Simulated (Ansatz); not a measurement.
# Ga₃ (quartet): from Hartree-Fock to the top rungs, cc-pVTZ

Aim: climb from Hartree-Fock through coupled cluster and multireference methods for Ga₃ (quartet) at one geometry and basis, and see what each rung misses.

The runs use Ansatz 0.2.0, Gaussian basis; cc-pVTZ, core rule «outside noble gas», up to 42 orbitals frozen.

The runs, in order: UHF; CCSD(T) on ROHF; CCSD(T) on UHF; BCCD(T) on ROHF; CCSDT(Q) on ROHF; CCSDT(Q) on UHF; CASSCF and MRCISD+Q, 9 electrons in 12 orbitals; CASSCF and NEVPT2, 9 electrons in 12 orbitals.

5 further runs of the same task are left out: 5 set aside as unsound or not needed. Runs told in other sessions of the task aren't counted.

## Step 1: The geometry

The geometry is a PBE0/def2-TZVP stationary point (not a proven minimum). No spin-orbit coupling is included. The filled d shell of Ga may be among the frozen orbitals whatever the setting's name suggests.

3 atoms, charge 0, spin multiplicity 4.

Atoms are counted from 1 here; the program's logs count them from 0.

Bond lengths: Ga1–Ga2 2.566 Å, Ga2–Ga3 2.566 Å. Angles: Ga1–Ga2–Ga3 73.6°.

As a file:

```
Ga    0.00000   -0.68510   -1.53640
Ga    0.00000    1.37020    0.00000
Ga    0.00000   -0.68510    1.53640
```

## Step 2: UHF

Contents of in.yaml:

```yaml
crystal:
  periodic: [false, false, false]
  atoms:
    - {symbol: Ga, position_ang: [0.000000, -0.685100, -1.536400]}
    - {symbol: Ga, position_ang: [0.000000, 1.370200, 0.000000]}
    - {symbol: Ga, position_ang: [0.000000, -0.685100, 1.536400]}
basis:
  gaussian: {orbitals: cc-pVTZ}
magnetization: {spin_polarized: true, initial_magnetization: 3}
hamiltonian: {xc: hf}
output: {orbitals: {seedname: orbitals}}
```

Launch:

```
$ ansatz run in.yaml --threads 1 --pin off --events-out ev --progress --plain --max-ram 4096MiB --backend cpu
```

The runs that follow: CCSD(T) on ROHF; CCSD(T) on UHF; BCCD(T) on ROHF; CCSDT(Q) on ROHF; CCSDT(Q) on UHF; CASSCF and MRCISD+Q, 9 electrons in 12 orbitals; CASSCF and NEVPT2, 9 electrons in 12 orbitals.

**Question.** What will the summary of the whole plan be? Wanted: UCCSDT(Q) from the RHF energy; RMP2 from UCCSDT(Q); UMP2 from UCCSDT(Q); RCCSD from UCCSDT(Q); RCCSD(T) from UCCSDT(Q); UCCSD(T) from UCCSDT(Q); RCCSDT(Q) from UCCSDT(Q); NEVPT2 valence from UCCSDT(Q); MRCISD+Q valence from UCCSDT(Q).

**Answer**, as computed:

| quantity | value |
| --- | --- |
| UCCSDT(Q) from the ROHF energy | -5.4981 eV |
| RMP2 from UCCSDT(Q) | +107.1 kJ/mol |
| UMP2 from UCCSDT(Q) | +112.9 kJ/mol |
| RCCSD from UCCSDT(Q) | +42.7 kJ/mol |
| RCCSD(T) from UCCSDT(Q) | +9.1 kJ/mol |
| UCCSD(T) from UCCSDT(Q) | +7.9 kJ/mol |
| RCCSDT(Q) from UCCSDT(Q) | +1.5 kJ/mol |
| NEVPT2 valence from UCCSDT(Q) | +60.7 kJ/mol |
| MRCISD+Q valence from UCCSDT(Q) | +2.0 kJ/mol |
| levels within 1 kcal/mol (43 meV) | UCCSDT, RCCSDT(Q), MRCISD+Q valence |
| T1 diagnostic | 0.031 |
| effectively unpaired electrons | 3.11 |

**Reading.** RCCSD(T) misses by +9.1 kJ/mol, 1.7 % of the correlation energy. One determinant dominates. Of the multireference levels listed MRCISD+Q valence comes nearest in total energy (+2.0 kJ/mol), which doesn't show that its space is the better one. These misses are within one basis, not against nature; the frozen cores of restricted and unrestricted runs differ, which can shift their rows.
